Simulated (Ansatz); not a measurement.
# K2BrCl: the cost of one run

Computed with Ansatz 0.2.0 (DFT LDA, scalar-relativistic, plane waves, PAW, unless a step's input says otherwise).

4 further runs of the same task are left out: 4 that didn't finish.

### Step 1. Starting point

The structure is trigonal, space group R-3m (No. 166). The conventional cell has a = 4.561 Å, b = 4.561 Å, c = 22.399 Å, α = 90.00°, β = 90.00°, γ = 120.00°. Around K (site symmetry 3m) lie 3 Cl at 3.18 Å and 3 Br at 3.28 Å. Around Br (site symmetry -3m) lie 6 K at 3.28 Å. Cl (site symmetry -3m) has 6 K at 3.18 Å as nearest neighbours.

Coordinates:

```cif
data_structure
_symmetry_space_group_name_H-M 'P 1'
_symmetry_Int_Tables_number 1
_cell_length_a 7.9172
_cell_length_b 7.9172
_cell_length_c 7.9172
_cell_angle_alpha 33.484
_cell_angle_beta 33.484
_cell_angle_gamma 33.484
_cell_volume 134.53
loop_
_atom_site_label
_atom_site_type_symbol
_atom_site_fract_x
_atom_site_fract_y
_atom_site_fract_z
_atom_site_occupancy
K1 K 0.74619 0.74619 0.74619 1
K2 K 0.25381 0.25381 0.25381 1
Br1 Br 0.50000 0.50000 0.50000 1
Cl1 Cl 0.00000 0.00000 0.00000 1
```

Source of the structure: the Materials Project (structure only).

### Step 2. Quick check of gap, pressure and forces

input.yaml

```yaml
crystal:
  lattice:
    - [2.280633392, 1.3167243028, 7.4664346505]
    - [-2.280633392, 1.3167243028, 7.4664346505]
    - [0.0, -2.6334486056, 7.4664346505]
  atoms:
    - { symbol: K, position: [0.74619069, 0.74619069, 0.74619069] }
    - { symbol: K, position: [0.25380931, 0.25380931, 0.25380931] }
    - { symbol: Br, position: [0.5, 0.5, 0.5] }
    - { symbol: Cl, position: [0.0, 0.0, 0.0] }
basis:
  ecutwfc: 420
kpoints:
  mp_grid: { grid: [6, 6, 6] }
hamiltonian:
  xc: lda
scf:
  occupations: { method: gaussian, width: 0.1 }
output:
  forces: true
  stress: true
  eigenvalues: true
```

Started as:

```
ansatz run input.yaml --threads 1 --pin off --max-ram 1228MiB --backend cpu --events-out ev --progress --plain --runs-dir out
```

What time and memory should one allow on 1 thread of an Arm CPU, shared host?

About 5.3 s, with a peak of 0.36 GiB.
